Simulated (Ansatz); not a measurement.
# Na3C2: the cost of one run

Program: Ansatz 0.2.0. Level of theory: DFT PBE, scalar-relativistic, plane waves, PAW. These are calculated values, not measurements.

3 further runs of the same task are left out: 1 that didn't finish, 2 set aside as unsound or not needed.

## (1) Starting point

The structure is trigonal, space group P-3m1 (No. 164). Conventional cell: a = 3.828 Å, b = 3.828 Å, c = 5.955 Å, α = 90.00°, β = 90.00°, γ = 120.00°. Na (site symmetry -3m) has 6 C at 2.65 Å as nearest neighbours. Around Na (site symmetry 3m) lie 4 C at 2.31 to 2.38 Å. C (site symmetry 3m) is surrounded by 7 Na at 2.31 to 2.65 Å.

Structure file:

```
CELL_PARAMETERS angstrom
3.82775 0.00000 0.00000
-1.91388 3.31493 0.00000
0.00000 0.00000 5.95536
ATOMIC_POSITIONS crystal
Na 0.00000 0.00000 0.00000
Na 0.33333 0.66667 0.64500
Na 0.66667 0.33333 0.35500
C 0.33333 0.66667 0.24500
C 0.66667 0.33333 0.75500
```

This is candidate A: anti-A-type sesquioxide type (P-3m1, No. 164).

(A quick probe on a coarse mesh, which set the mesh and smearing, is not shown.)

## (3) A loose first relaxation (candidate A)

input.yaml

```yaml
crystal:
  lattice:
    - [3.8277519164, 0.0, 0.0]
    - [-1.9138759582, 3.314930399, 0.0]
    - [0.0, 0.0, 5.9553602152]
  atoms:
    - { symbol: Na, position: [0.0, 0.0, 0.0] }
    - { symbol: Na, position: [0.3333333333, 0.6666666667, 0.645] }
    - { symbol: Na, position: [0.6666666667, 0.3333333333, 0.355] }
    - { symbol: C, position: [0.3333333333, 0.6666666667, 0.245], spin: 1.54 }
    - { symbol: C, position: [0.6666666667, 0.3333333333, 0.755], spin: 1.54 }
basis:
  ecutwfc: 420
kpoints:
  mp_grid: { grid: [6, 6, 4] }
hamiltonian:
  xc: pbe
scf:
  occupations: { method: gaussian, width: 0.1 }
  lower_state_search: "off"
output:
  forces: true
  stress: true
  eigenvalues: true
  populations: true
magnetization:
  spin_polarized: true
relax:
  adjacent_minimum: "off"
  f_tol: 0.04
  max_steps: 70
  cell: { stress_tol: 0.4 }
```

Command:

```
ansatz run input.yaml --threads 1 --pin off --max-ram 2560MiB --backend cpu --events-out ev --progress --plain --runs-dir out
```

Q: Estimate wall time and peak memory on 1 thread of Arm Neoverse V2, shared host.

About 41 s, with a peak of 0.39 GiB.
